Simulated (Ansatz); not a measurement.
# CHLiOSi (SMILES [Li][O][Si]#C): one structure at several levels

An exercise on one series of results from a longer session: the logs are not shown, and one member is left open.

Method: single points in def2-TZVPP; program: Ansatz 0.2.0, Gaussian basis.

Correlated methods freeze the cores. The outer core shell of Li, Na, Mg and K is correlated.

## Starting geometry

SMILES `[Li][O][Si]#C`, 5 atoms, charge 0, spin multiplicity 1.

Atoms are counted from 1 here; the program's logs count them from 0.

Bond lengths: Li1–O2 1.623 Å, O2–Si3 1.650 Å, Si3–C4 1.561 Å, C4–H5 1.123 Å. Angles: Li1–O2–Si3 177.5°, O2–Si3–C4 165.5°, Si3–C4–H5 111.7°.

As a file:

```
Li   -1.45660   -2.34560    1.21740
O    -0.71880   -1.05580    0.56350
Si    0.09320    0.22560   -0.08460
C     0.59100    1.64460   -0.50170
H     1.52770    1.59050   -1.11880
```

The first run:

run/in.yaml

```yaml
crystal:
  periodic: [false, false, false]
  atoms:
    - {symbol: Li, position_ang: [-1.456600, -2.345600, 1.217400]}
    - {symbol: O, position_ang: [-0.718800, -1.055800, 0.563500]}
    - {symbol: Si, position_ang: [0.093200, 0.225600, -0.084600]}
    - {symbol: C, position_ang: [0.591000, 1.644600, -0.501700]}
    - {symbol: H, position_ang: [1.527700, 1.590500, -1.118800]}
basis:
  gaussian: {orbitals: def2-TZVPP}
correlation: {method: ccsd_t}
output: {forces: true}
```

The command line of these runs was not kept.

Among the steps run: CCSD(T)/def2-TZVPP; PBE0-D4/def2-TZVPP; wB97M-V/def2-TZVPP; r2SCAN-D4/def2-TZVPP; PBE-D4/def2-TZVPP; BHLYP-D4/def2-TZVPP; B97M-V/def2-TZVPP.

One table of the session follows, with a row left open; its other results are not shown here.

| method | RMS force component (eV/Å) | angle to CCSD(T) forces (°) | dipole (D) |
| --- | --- | --- | --- |
| CCSD(T) | 2.643 | reference | 10.48 |
| PBE0-D4 | 2.439 | 4.2 | 10.71 |
| wB97M-V | ? | ? | ? |
| r2SCAN-D4 | 2.476 | 2.5 | 10.77 |
| PBE-D4 | 2.399 | 2.8 | 10.45 |
| BHLYP-D4 | 2.466 | 9.6 | 10.84 |
| B97M-V | 2.516 | 4.0 | 10.65 |

Estimate the missing values for wB97M-V.

As computed: RMS force component (eV/Å): 2.355; angle to CCSD(T) forces (°): 6.0; dipole (D): 10.83. In the column «RMS force component (eV/Å)» it is the lowest.
